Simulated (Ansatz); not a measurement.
# TeSe3: the cost of one run

Computed with Ansatz 0.2.0 (DFT PBE, scalar-relativistic, plane waves, PAW, unless a step names another level, unless a step's input says otherwise).

7 further runs of the same task are left out: 3 that didn't finish, 4 set aside as unsound or not needed.

## Step 1: The system as given

It takes space group Cmmm (No. 65, orthorhombic). Conventional cell: a = 5.848 Å, b = 8.286 Å, c = 4.142 Å, α = 90.00°, β = 90.00°, γ = 90.00°. Around Te (site symmetry mmm) lie 6 Se at 2.92 to 2.94 Å. Se (site symmetry mmm) is surrounded by 4 Se at 2.92 Å and 2 Te at 2.92 Å. Around Se (site symmetry m2m) lie 4 Se at 2.92 Å and 2 Te at 2.94 Å.

Coordinates:

```cif
data_structure
_symmetry_space_group_name_H-M 'P 1'
_symmetry_Int_Tables_number 1
_cell_length_a 5.0711
_cell_length_b 5.0711
_cell_length_c 4.1420
_cell_angle_alpha 90.000
_cell_angle_beta 90.000
_cell_angle_gamma 109.577
_cell_volume 100.36
loop_
_atom_site_label
_atom_site_type_symbol
_atom_site_fract_x
_atom_site_fract_y
_atom_site_fract_z
_atom_site_occupancy
Te1 Te 0.00000 0.00000 0.50000 1
Se1 Se 0.50000 0.50000 0.50000 1
Se2 Se 0.74847 0.25153 0.00000 1
Se3 Se 0.25153 0.74847 0.00000 1
```

It came out lowest among 37 distinct ends of the trial cells. At a tolerance of 0.05 Å it has space group Cmmm (No. 65).

## Step 2: Relaxing to 0.001 eV/Å, on the response runs' mesh and smearing

Input file input.yaml:

```yaml
crystal:
  lattice:
    - [2.9239486483, -4.1432328678, 0.0]
    - [2.9239486483, 4.1432328678, 0.0]
    - [0.0, 0.0, 4.1419764515]
  atoms:
    - { symbol: Te, position: [0.0, 0.0, 0.5] }
    - { symbol: Se, position: [0.5, 0.5, 0.5] }
    - { symbol: Se, position: [0.7484695738, 0.2515304262, 0.0] }
    - { symbol: Se, position: [0.2515304262, 0.7484695738, 0.0] }
basis:
  ecutwfc: 420
kpoints:
  mp_grid: { grid: [8, 8, 8] }
hamiltonian:
  xc: pbe
scf:
  occupations: { method: gaussian, width: 0.1 }
output:
  forces: true
  stress: true
  eigenvalues: true
relax:
  adjacent_minimum: "off"
  f_tol: 0.001
  max_steps: 60
  cell: { stress_tol: 0.01 }
```

On the command line:

```sh
ansatz run input.yaml --threads 3 --pin off --max-ram 7680MiB --backend cpu --events-out ev --progress --plain --runs-dir out
```

**Question.** How long does this run take on 3 threads of Arm Neoverse V1, shared host, and how much memory does it need?

About 34 s, with a peak of 0.62 GiB.
